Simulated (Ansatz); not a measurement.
# Ti2Co: other elements on the same sites

Aim: put other elements on the sites of Ti2Co (Ti → Hf), relax each crystal within the symmetry of the start, and see how size, gap and stability follow.

Computed with Ansatz 0.2.0 (DFT r2SCAN, scalar-relativistic, plane waves, PAW, unless a step's input says otherwise).

2 further runs of the same task are left out: 2 set aside as unsound or not needed.

## Step 1: The starting structure

It takes space group Fd-3m (No. 227, cubic). Conventional cell: a = 7.129 Å, b = 7.129 Å, c = 7.129 Å, α = 90.00°, β = 90.00°, γ = 90.00°. Around Ti (site symmetry -3m) lie 6 Ti at 2.52 Å. Co (site symmetry -43m) has 12 Ti at 2.96 Å and 4 Co at 3.09 Å as nearest neighbours.

As a file:

```cif
data_structure
_symmetry_space_group_name_H-M 'P 1'
_symmetry_Int_Tables_number 1
_cell_length_a 5.0409
_cell_length_b 5.0409
_cell_length_c 5.0409
_cell_angle_alpha 60.000
_cell_angle_beta 60.000
_cell_angle_gamma 60.000
_cell_volume 90.58
loop_
_atom_site_label
_atom_site_type_symbol
_atom_site_fract_x
_atom_site_fract_y
_atom_site_fract_z
_atom_site_occupancy
Ti1 Ti 0.12500 0.12500 0.12500 1
Ti2 Ti 0.62500 0.12500 0.12500 1
Ti3 Ti 0.12500 0.12500 0.62500 1
Ti4 Ti 0.12500 0.62500 0.12500 1
Co1 Co 0.50000 0.50000 0.50000 1
Co2 Co 0.75000 0.75000 0.75000 1
```

This cell was relaxed beforehand with the same method: volume 15.10 Å³/atom, gap on the mesh none (metal), site moments up to 1.8 μB.

## Step 2: The substitution Ti → Hf

The start of Hf2Co: fractional positions of relaxed Ti2Co, cell scaled by 1.046, a guess from tabulated radii. Atoms that may carry a moment start with parallel spins.

## Step 3: Probe: one point at the start (Hf2Co)

Contents of input.yaml:

```yaml
crystal:
  lattice:
    - [0.0, 3.7277300112, 3.7277300112]
    - [3.7277300112, 0.0, 3.7277300112]
    - [3.7277300112, 3.7277300112, 0.0]
  atoms:
    - { symbol: Hf, position: [0.125, 0.125, 0.125] }
    - { symbol: Hf, position: [0.625, 0.125, 0.125] }
    - { symbol: Hf, position: [0.125, 0.125, 0.625] }
    - { symbol: Hf, position: [0.125, 0.625, 0.125] }
    - { symbol: Co, position: [0.5, 0.5, 0.5], spin: 3.0 }
    - { symbol: Co, position: [0.75, 0.75, 0.75], spin: 3.0 }
basis:
  ecutwfc: 500
kpoints:
  mp_grid: { grid: [4, 4, 4] }
hamiltonian:
  xc: r2scan
scf:
  occupations: { method: gaussian, width: 0.1 }
  lower_state_search: "off"
output:
  forces: true
  stress: true
  eigenvalues: true
  populations: true
magnetization:
  spin_polarized: true
```

Started as:

```sh
ansatz run input.yaml --threads 1 --pin off --max-ram 2560MiB --backend cpu --events-out ev --progress --plain --runs-dir out
```

Further runs follow: a loose first relaxation (Hf2Co); relaxing cell and atoms (Hf2Co).

What does the calculation give? Wanted: Ti → Hf.

**Answer**, as computed:

```
       quantity                                                value
Ti → Hf (Hf2Co)  19.82 Å³/atom, gap none (metal), ΔH_f +0.95 eV/atom
```

**Reading.** The volume per atom moves by +31.3 % with Ti → Hf. Both are metals at this level. Ti2Co has the lowest formation energy in this structure (0.48 eV/atom). Ti2Co and Hf2Co lie above the elements, so they would not form from them in this structure. Other magnetic orders or occupations could lie lower; they were not searched in full. Spin-orbit coupling is left out for Hf.
